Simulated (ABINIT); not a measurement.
Runs of ABINIT 10.8.3 (patched build) on BiTe. Symmetry: Fm-3m, No. 225, cubic system. Conventional cell: a = 6.470 Å, b = 6.470 Å, c = 6.470 Å, α = 90.00°, β = 90.00°, γ = 90.00°. Around Bi (site symmetry m-3m) lie 6 Te at 3.23 Å. Te (site symmetry m-3m) has 6 Bi at 3.23 Å as nearest neighbours. 

| level | gap on the mesh (eV) | pressure (GPa) |
| --- | --- | --- |
| RPBE | none | (b) |
| WC | none | -1.7 |
| PBEsol | none | -1.8 |
| LDA | none | -2.9 |
| SCAN | none | (a) |

Alike in all rows: task single point; potentials or basis JTH PAW PBE v2.0; no spin polarisation; cell as given; k mesh 7 × 7 × 7; cutoff (eV) 707; smearing fermi-dirac 0.05 eV.

Q: Estimate the missing entries.

A: (a) -1.6; (b) 1.9.

Caveats: the PAW data sets were made with another functional, which shifts forces and pressure a little; spin-orbit coupling is left out, which moves the levels of the heavy elements.

A k mesh can miss the band edges, and the runs leave out spin-orbit coupling on Bi, Te.

A gap of «none» marks a metal or a gap under the smearing width.
